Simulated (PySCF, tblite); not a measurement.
# CH₇B₂N₂ radical: geometry, infrared bands and EPR parameters

Wanted: the infrared bands and EPR parameters of CH₇B₂N₂ radical (`BNC[B]N`), by calculation.

Computed with tblite 0.8.0 and PySCF 2.14.0, with density-fitted response routines of our own, on a single molecule in the gas phase. Atoms count from 0, in the outputs and in this text.

## 1. Starting geometry

12 atoms, charge 0, multiplicity 2; geometry from: force field or distance geometry start.

Bonds of the start (Å): B0–N1 1.52, N1–C2 1.48, C2–B3 1.57, B3–N4 1.50, B0–H5 1.19, B0–H6 1.21, N1–H7 1.02, C2–H8 1.10, C2–H9 1.12, N4–H10 1.03, N4–H11 1.04.

## 2. Geometry optimisation with GFN2-xTB

What the job is given:

```
{"job": {"kind": "relax", "xc": "GFN2-xTB", "basis": "xTB"}, "charge": 0, "multiplicity": 2}
B     -2.211500     0.315500     0.261500
N     -0.915100     0.204500    -0.519300
C      0.069200    -0.616700     0.213000
B      1.347400    -0.640600    -0.702500
N      2.537300     0.253700    -0.535100
H     -2.372700    -0.326700     1.252600
H     -2.679500     1.427800     0.285500
H     -1.089300    -0.154100    -1.462200
H      0.227500    -0.160400     1.197800
H     -0.351600    -1.647700     0.299000
H      3.102400     0.074800     0.309200
H      2.337000     1.269200    -0.625500
```

On the command line:

```sh
OMP_NUM_THREADS=1 python probes_run.py task.json out
```

One launch serves the whole session: the jobs run in the order shown.

**Question.** This job is followed by: GFN2-xTB harmonic vibrations, gas phase; UKS B3LYP, pcH-1 on B C H N, non-relativistic, mean-field spin-orbit, GIAO. Predict these results of the whole session: strongest single infrared mode (GFN2-xTB); zero-point energy (GFN2-xTB); g(iso) (B3LYP); ⟨S²⟩; largest a(iso) (averaged by class); surface potential, 1st and 99th percentile.

**Answer**, as computed:

| quantity | value |
| --- | --- |
| strongest single infrared mode (GFN2-xTB) | 2601 cm⁻¹, 230 km/mol |
| zero-point energy (GFN2-xTB) | 58.3 kcal/mol |
| g(iso) (B3LYP) | 2.00206 |
| ⟨S²⟩ | 0.752 (exact 0.75) |
| largest a(iso) (averaged by class) | 11B on B3, 429.8 MHz |
| surface potential, 1st and 99th percentile | -0.74 V and 1.85 V |

Over 125 steps the energy fell by 2.255 eV; of the close pairs, B0–N1 changed most, 1.517 to 1.375 Å. No mode is imaginary among the 30: a minimum at this level. The strongest single mode, at 2601 cm⁻¹, moves mainly H5 and H6. Unscaled tight-binding wavenumbers are off by several per cent, some by more. Its intensities can rank the bands wrongly. Most of the unpaired spin sits on B3 (0.96 e). The isotropic g lies 0.3 ppt below the free-electron value.
